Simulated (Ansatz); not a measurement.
# Tc: the cost of one run

Program: Ansatz 0.2.0. Level of theory: DFT PBEsol, scalar-relativistic. These are calculated values, not measurements.

### Step 1. The system as given

It takes space group Fm-3m (No. 225, cubic). The conventional cell has a = 3.900 Å, b = 3.900 Å, c = 3.900 Å, α = 90.00°, β = 90.00°, γ = 90.00°. Tc (site symmetry m-3m) has 12 Tc at 2.76 Å as nearest neighbours.

As a file:

```
CELL_PARAMETERS angstrom
0.00000 1.95000 1.95000
1.95000 0.00000 1.95000
1.95000 1.95000 0.00000
ATOMIC_POSITIONS crystal
Tc 0.00000 0.00000 0.00000
```

### Step 2. The deformed structure

Space group Fm-3m before, R-3m after.

### Step 3. All-electron LAPW

input.yaml

```yaml
crystal:
  lattice:
    - [0.0195, 1.95975, 1.95975]
    - [1.95975, 0.0195, 1.95975]
    - [1.95975, 1.95975, 0.0195]
  atoms:
    - { symbol: Tc, position: [0.0, 0.0, 0.0] }
kpoints:
  mp_grid: { grid: [18, 18, 18] }
  band_path:
    path:
      - [0.0, 0.0, 0.0]
      - [0.5, 0.5, 0.5]
      - [0.247543133, 0.5, 0.752456867]
      - [-0.247543133, 0.247543133, 0.5]
      - [0.0, 0.0, 0.5]
      - [0.0, 0.0, 0.0]
      - [-0.3737715665, 0.0, 0.3737715665]
      - [0.0, 0.3737715665, 0.6262284335]
      - [0.0, 0.5, 0.5]
    npoints: 5
scf:
  occupations: { method: fermi_dirac, width: 0.03 }
hamiltonian:
  xc: pbesol
  pseudopotentials: { kind: all_electron, lapw: { basis_error: 0.00025 } }
output:
  forces: true
  stress: true
  eigenvalues: true
```

On the command line:

```
> ansatz run input.yaml --threads 1 --pin off --max-ram 3072MiB --backend cpu --events-out ev --progress --plain --runs-dir out
```

**Question.** How long does this run take on 1 thread of Intel Xeon 6975P-C (Granite Rapids), shared host, and how much memory does it need?

About 31 s, with a peak of 0.83 GiB.
